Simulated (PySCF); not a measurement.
# C₂H₅BNS−: magnetic properties

Wanted: magnetic properties for C₂H₅BNS− (`S=C1C[BH2-]N1`).

Computed with PySCF 2.14.0 and routines of our own; the level stands in each step. Atoms count from 0.

## 1. The starting structure

10 atoms, charge -1, multiplicity 1; geometry from: GFN2-xTB.

## 2. Magnetic properties: GIAO PBE/aug-pcSseg-1

The job: settings as JSON, then the geometry in Å.

```
{"job": {"kind": "mag", "xc": "PBE", "basis": "aug-pcSseg-1", "isotopologues": 2}, "charge": -1, "multiplicity": 1}
S      2.674429     0.212335     0.038951
C      1.010643     0.133138     0.033531
C      0.050942    -0.944934    -0.364966
B     -1.103461     0.152903     0.071832
N      0.146523     1.045712     0.396555
H      0.159752    -1.220741    -1.416593
H      0.183229    -1.850475     0.232040
H     -1.769488     0.616852    -0.818105
H     -1.743477    -0.102873     1.059671
H      0.399791     1.962736     0.744556
```

With the program's defaults for keys left out, this is: GIAO PBE/aug-pcSseg-1 magnetisability, rotational g tensor and spin-rotation constants, non-relativistic, gas phase.

The run is started by

```console
$ OMP_NUM_THREADS=1 python excited_run.py task.json out
```

This one command runs all jobs of the session in turn.

Log:

```text
coarse grid: 9048 points
cycle   1  E = -556.5079761375  dE =  5.323e-01  |g| = 6.139e-01  |ddm| = 4.465e+00
cycle   2  E = -556.2433296580  dE =  2.646e-01  |g| = 1.118e+00  |ddm| = 7.867e+00
cycle   3  E = -556.6284550854  dE = -3.851e-01  |g| = 1.667e-01  |ddm| = 7.679e+00
cycle   4  E = -556.6324136550  dE = -3.959e-03  |g| = 1.232e-01  |ddm| = 4.501e-01
cycle   5  E = -556.6364140589  dE = -4.000e-03  |g| = 3.166e-02  |ddm| = 2.077e-01
cycle   6  E = -556.6366361080  dE = -2.220e-04  |g| = 1.599e-02  |ddm| = 6.432e-02
cycle   7  E = -556.6366913958  dE = -5.529e-05  |g| = 4.279e-03  |ddm| = 2.194e-02
cycle   8  E = -556.6366968798  dE = -5.484e-06  |g| = 5.840e-04  |ddm| = 6.824e-03
final grid: 83224 points
cycle   9  E = -556.6745552029  dE = -1.303e-05  |g| = 1.558e-02  |ddm| = 1.540e-01
cycle  10  E = -556.6741613030  dE =  3.939e-04  |g| = 4.055e-02  |ddm| = 7.691e-02
cycle  11  E = -556.6746088032  dE = -4.475e-04  |g| = 4.989e-03  |ddm| = 6.359e-02
cycle  12  E = -556.6746160971  dE = -7.294e-06  |g| = 1.128e-03  |ddm| = 7.748e-03
cycle  13  E = -556.6746164679  dE = -3.708e-07  |g| = 3.927e-04  |ddm| = 2.588e-03
cycle  14  E = -556.6746165032  dE = -3.525e-08  |g| = 8.253e-05  |ddm| = 5.964e-04
cycle  15  E = -556.6746165048  dE = -1.608e-09  |g| = 2.378e-05  |ddm| = 1.711e-04
cycle  16  E = -556.6746165049  dE = -1.244e-10  |g| = 6.621e-06  |ddm| = 5.018e-05
converged SCF energy = -556.6746165049

Magnetisability tensor (1e-30 J/T^2)
    -1000.25      -54.42      -19.75
      -54.42     -837.27       35.39
      -19.75       35.39     -913.75
isotropic -917.09   principal values   -1017.53   -927.59   -806.15
isotropic susceptibility -55.228 1e-6 cm^3/mol

Inertial axes            a          b          c
rot. const./GHz     11.6905     2.8031     2.3364
chi total           -60.507    -49.317    -55.861
chi diamagnetic    -199.642   -518.557   -606.341
chi paramagnetic    139.136    469.240    550.480
quadrupole/D A      -24.945     14.635     10.310
g nuclear            0.6629     0.5482     0.5561
g electronic        -0.7641    -0.6179    -0.6042
g total             -0.1012    -0.0697    -0.0481

Spin-rotation constants (kHz, H = +C I.J)
atom  isotope        aa         bb         cc
  3    11B        2.215      0.460      0.379
  4    14N        1.668      0.454      0.176
  5     1H       -1.239     -0.071     -0.018
  6     1H       -1.239     -0.072     -0.017
  7     1H       -0.350     -0.211      0.035
  8     1H       -0.347     -0.211      0.035
  9     1H       -0.840      0.351     -0.279
  0    33S*       2.920      1.147      0.676
  1    13C*       5.405      1.799      0.526
  2    13C*       1.736      0.594      0.393
* in the singly substituted isotopologue

Isotopologues: g along a, b, c
2H    at 5,6,7,8,9         -0.0765    -0.0627    -0.0428
34S   at 0                 -0.1012    -0.0677    -0.0470
```

It took 16 s on 1 thread of AMD EPYC 9R45, shared host; peak memory 0.56 GiB.

In short:

| quantity | value |
| --- | --- |
| magnetisability | -917·10⁻³⁰ J/T² |
| molar susceptibility | -55.2·10⁻⁶ cm³/mol |
| rotational g (a, b, c) | -0.1012, -0.0697, -0.0481 |

## 3. Magnetic properties: GIAO BLYP/aug-pcSseg-1

The job, as its differences from that of step 2:

```diff
@@ -1,2 +1,2 @@
-{"job": {"kind": "mag", "xc": "PBE", "basis": "aug-pcSseg-1", "isotopologues": 2}, "charge": -1, "multiplicity": 1}
+{"job": {"kind": "mag", "xc": "BLYP", "basis": "aug-pcSseg-1"}, "charge": -1, "multiplicity": 1}
 S      2.674429     0.212335     0.038951
```

With the program's defaults for keys left out, this is: GIAO BLYP/aug-pcSseg-1 magnetisability, rotational g tensor and spin-rotation constants, non-relativistic, gas phase.

Log:

```text
coarse grid: 9048 points
cycle   1  E = -556.8049477669  dE =  5.334e-01  |g| = 6.395e-01  |ddm| = 4.428e+00
cycle   2  E = -556.4330813657  dE =  3.719e-01  |g| = 1.259e+00  |ddm| = 1.472e+01
cycle   3  E = -556.9315904002  dE = -4.985e-01  |g| = 1.706e-01  |ddm| = 1.468e+01
cycle   4  E = -556.9340810015  dE = -2.491e-03  |g| = 1.487e-01  |ddm| = 4.932e-01
cycle   5  E = -556.9399798631  dE = -5.899e-03  |g| = 3.274e-02  |ddm| = 2.401e-01
cycle   6  E = -556.9402043352  dE = -2.245e-04  |g| = 1.950e-02  |ddm| = 7.356e-02
cycle   7  E = -556.9402912126  dE = -8.688e-05  |g| = 4.648e-03  |ddm| = 2.513e-02
cycle   8  E = -556.9402976769  dE = -6.464e-06  |g| = 7.766e-04  |ddm| = 7.915e-03
final grid: 83224 points
cycle   9  E = -556.9815054908  dE = -3.506e-05  |g| = 9.194e-03  |ddm| = 1.340e-01
cycle  10  E = -556.9813947887  dE =  1.107e-04  |g| = 2.254e-02  |ddm| = 3.777e-02
cycle  11  E = -556.9815213118  dE = -1.265e-04  |g| = 3.564e-03  |ddm| = 3.236e-02
cycle  12  E = -556.9815254060  dE = -4.094e-06  |g| = 5.371e-04  |ddm| = 6.019e-03
cycle  13  E = -556.9815254823  dE = -7.638e-08  |g| = 2.821e-04  |ddm| = 1.434e-03
cycle  14  E = -556.9815255008  dE = -1.842e-08  |g| = 7.069e-05  |ddm| = 3.732e-04
cycle  15  E = -556.9815255021  dE = -1.285e-09  |g| = 1.343e-05  |ddm| = 1.340e-04
cycle  16  E = -556.9815255021  dE = -3.342e-11  |g| = 6.871e-06  |ddm| = 3.676e-05
converged SCF energy = -556.9815255021

Magnetisability tensor (1e-30 J/T^2)
    -1001.59      -53.57      -19.33
      -53.57     -833.18       35.17
      -19.33       35.17     -909.20
isotropic -914.66   principal values   -1017.94   -922.96   -803.08
isotropic susceptibility -55.082 1e-6 cm^3/mol

Inertial axes            a          b          c
rot. const./GHz     11.6905     2.8031     2.3364
chi total           -60.582    -49.082    -55.582
chi diamagnetic    -200.516   -519.448   -607.402
chi paramagnetic    139.934    470.366    551.820
quadrupole/D A      -25.061     14.549     10.513
g nuclear            0.6629     0.5482     0.5561
g electronic        -0.7685    -0.6194    -0.6057
g total             -0.1056    -0.0712    -0.0496

Spin-rotation constants (kHz, H = +C I.J)
atom  isotope        aa         bb         cc
  3    11B        2.294      0.478      0.392
  4    14N        1.674      0.462      0.183
  5     1H       -1.253     -0.072     -0.018
  6     1H       -1.253     -0.073     -0.017
  7     1H       -0.352     -0.213      0.035
  8     1H       -0.349     -0.213      0.034
  9     1H       -0.855      0.353     -0.284
  0    33S*       2.931      1.170      0.706
  1    13C*       5.555      1.859      0.546
  2    13C*       1.815      0.616      0.416
* in the singly substituted isotopologue
```

It took 16 s on 1 thread of AMD EPYC 9R45, shared host; peak memory 0.55 GiB.

From this job:

| quantity | value |
| --- | --- |
| magnetisability | -915·10⁻³⁰ J/T² |
| molar susceptibility | -55.1·10⁻⁶ cm³/mol |
| rotational g (a, b, c) | -0.1056, -0.0712, -0.0496 |

## 4. Magnetic properties: GIAO revPBE/MINI

The job, as its differences from that of step 3:

```diff
@@ -1,2 +1,2 @@
-{"job": {"kind": "mag", "xc": "BLYP", "basis": "aug-pcSseg-1"}, "charge": -1, "multiplicity": 1}
+{"job": {"kind": "mag", "xc": "revPBE", "basis": "MINI"}, "charge": -1, "multiplicity": 1}
 S      2.674429     0.212335     0.038951
```

With the program's defaults for keys left out, this is: GIAO revPBE/MINI magnetisability, rotational g tensor and spin-rotation constants, non-relativistic, gas phase.

Log:

```text
coarse grid: 9048 points
cycle   1  E = -553.6727053538  dE =  3.883e-01  |g| = 3.402e-01  |ddm| = 5.087e+00
cycle   2  E = -553.6220623922  dE =  5.064e-02  |g| = 5.500e-01  |ddm| = 1.370e+00
cycle   3  E = -553.7084770931  dE = -8.641e-02  |g| = 1.207e-01  |ddm| = 9.089e-01
cycle   4  E = -553.7124922643  dE = -4.015e-03  |g| = 6.505e-02  |ddm| = 3.479e-01
cycle   5  E = -553.7140068445  dE = -1.515e-03  |g| = 1.400e-02  |ddm| = 1.442e-01
cycle   6  E = -553.7140749445  dE = -6.810e-05  |g| = 4.116e-03  |ddm| = 3.681e-02
cycle   7  E = -553.7140831200  dE = -8.175e-06  |g| = 3.386e-04  |ddm| = 1.051e-02
final grid: 83224 points
cycle   8  E = -553.7142874881  dE =  1.660e-05  |g| = 1.043e-02  |ddm| = 3.178e-02
cycle   9  E = -553.7140246019  dE =  2.629e-04  |g| = 2.760e-02  |ddm| = 7.466e-02
cycle  10  E = -553.7143207866  dE = -2.962e-04  |g| = 4.327e-03  |ddm| = 6.207e-02
cycle  11  E = -553.7143274155  dE = -6.629e-06  |g| = 7.564e-04  |ddm| = 7.842e-03
cycle  12  E = -553.7143276678  dE = -2.523e-07  |g| = 1.604e-04  |ddm| = 1.733e-03
cycle  13  E = -553.7143276767  dE = -8.908e-09  |g| = 1.176e-05  |ddm| = 3.298e-04
cycle  14  E = -553.7143276768  dE = -7.822e-11  |g| = 2.036e-06  |ddm| = 3.912e-05
converged SCF energy = -553.7143276768

Magnetisability tensor (1e-30 J/T^2)
    -1023.74      -45.84      -17.62
      -45.84     -983.81       16.55
      -17.62       16.55    -1018.74
isotropic -1008.76   principal values   -1054.82  -1025.33   -946.14
isotropic susceptibility -60.749 1e-6 cm^3/mol

Inertial axes            a          b          c
rot. const./GHz     11.6905     2.8031     2.3364
chi total           -61.890    -58.610    -61.747
chi diamagnetic    -202.003   -521.704   -609.091
chi paramagnetic    140.113    463.094    547.344
quadrupole/D A      -25.611     15.305     10.306
g nuclear            0.6629     0.5482     0.5561
g electronic        -0.7695    -0.6098    -0.6008
g total             -0.1066    -0.0616    -0.0447

Spin-rotation constants (kHz, H = +C I.J)
atom  isotope        aa         bb         cc
  3    11B        1.387      0.250      0.264
  4    14N        1.183      0.309      0.112
  5     1H       -1.423     -0.140     -0.044
  6     1H       -1.423     -0.141     -0.043
  7     1H       -0.588     -0.272      0.009
  8     1H       -0.585     -0.272      0.008
  9     1H       -0.922      0.228     -0.311
  0    33S*       5.759      1.036      0.370
  1    13C*       2.865      1.330      0.295
  2    13C*       0.958      0.393      0.184
* in the singly substituted isotopologue
```

Wall time 2.3 s (1 thread of AMD EPYC 9R45, shared host); peak memory 0.45 GiB.

In short:

| quantity | value |
| --- | --- |
| magnetisability | -1009·10⁻³⁰ J/T² |
| molar susceptibility | -60.7·10⁻⁶ cm³/mol |
| rotational g (a, b, c) | -0.1066, -0.0616, -0.0447 |

## 5. The levels compared

| level | ξ (10⁻³⁰ J/T²) | g(a) | g(b) | gap (eV) | functions | time |
| --- | --- | --- | --- | --- | --- | --- |
| GIAO PBE/aug-pcSseg-1 | -917 | -0.1012 | -0.0697 | 2.94 | 182 | 16 s |
| GIAO BLYP/aug-pcSseg-1 | -915 | -0.1056 | -0.0712 | 2.75 | 182 | 16 s |
| GIAO revPBE/MINI | -1009 | -0.1066 | -0.0616 | 3.37 | 34 | 2.3 s |

## 6. Outcome

```
                                              quantity                      value
       magnetisability (step 2, GIAO PBE/aug-pcSseg-1)            -917·10⁻³⁰ J/T²
  molar susceptibility (step 2, GIAO PBE/aug-pcSseg-1)         -55.2·10⁻⁶ cm³/mol
rotational g (a, b, c) (step 2, GIAO PBE/aug-pcSseg-1)  -0.1012, -0.0697, -0.0481
                       magnetisability over the levels    -917 to -915·10⁻³⁰ J/T²
```

For an ion, the motion of the centre of mass in the field is left out. GIAO revPBE/MINI has a minimal basis, so it is left out of the spread where two other levels stand. The magnetisability spreads by 0.3 % over 2 levels of like cost. Two levels can agree by chance, so this spread shows no convergence. Vibrational averaging and real surroundings are missing from these values.
